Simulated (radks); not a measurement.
# Sb³⁰⁺ in [Ar] 3d2 4s1: an all-electron calculation

One table from this session's results is given with a row withheld; the runs are named, their logs left out.

The numbers are computed with radks (a radial shooting solver on a logarithmic mesh, Libxc functionals) version 1 (scalar-relativistic Kohn-Sham, PBEsol, spin-unpolarised, spherical densities, finite nucleus), except any that are marked as measured or tabulated.

## What is computed

```
element            : antimony (Z = 51)
charge             : +30
electrons          : 21
configuration      : [Ar] 3d2 4s1
nuclear rms radius : 4.6802 fm
```

The outer shells:

Sb³⁰⁺
```
[Ar] core
3d [↑ ][↑ ][  ][  ][  ]
4s [↑ ]
```

Set-up of the first run:

Settings of this run:

```text
Z 51
configuration [Ar] 3d2 4s1 4p0 5s0
relativity scalar-relativistic
functional pbe_sol,pbe_sol
spin unpolarised
nucleus finite rms 4.6802 fm
c 137.035999084
```

Command:

```sh
> python run_ks.py task.json out
```

This one command runs every case of the session in turn.

One of the session's tables, all rows but one given; the rest of the session is left out.

It belongs to the step «Orbitals and density». Radial moments (bohr):

| level | <r> | outermost maximum (interpolated) | 90 % within | nodes |
| --- | --- | --- | --- | --- |
| 1s | 0.02844 | 0.0184 | 0.0511 | 0 |
| 2s | 0.1218 | 0.103 | 0.188 | 1 |
| 2p | 0.1063 | 0.0828 | 0.173 | 0 |
| 3s | 0.3068 | 0.286 | 0.446 | 2 |
| 3p | 0.2997 | 0.277 | 0.445 | 1 |
| 3d | ? | ? | ? | ? |
| 4s | 0.5999 | 0.596 | 0.845 | 3 |
| 4p | 0.6043 | 0.601 | 0.859 | 2 |
| 5s | 0.9913 | 1.03 | 1.37 | 4 |

Estimate the missing values for 3d.

**Answer.** <r>: 0.2676; outermost maximum (interpolated): 0.223; 90 % within: 0.411; nodes: 0. In the column «<r>» it lies between 2s (0.1218) and 3p (0.2997).
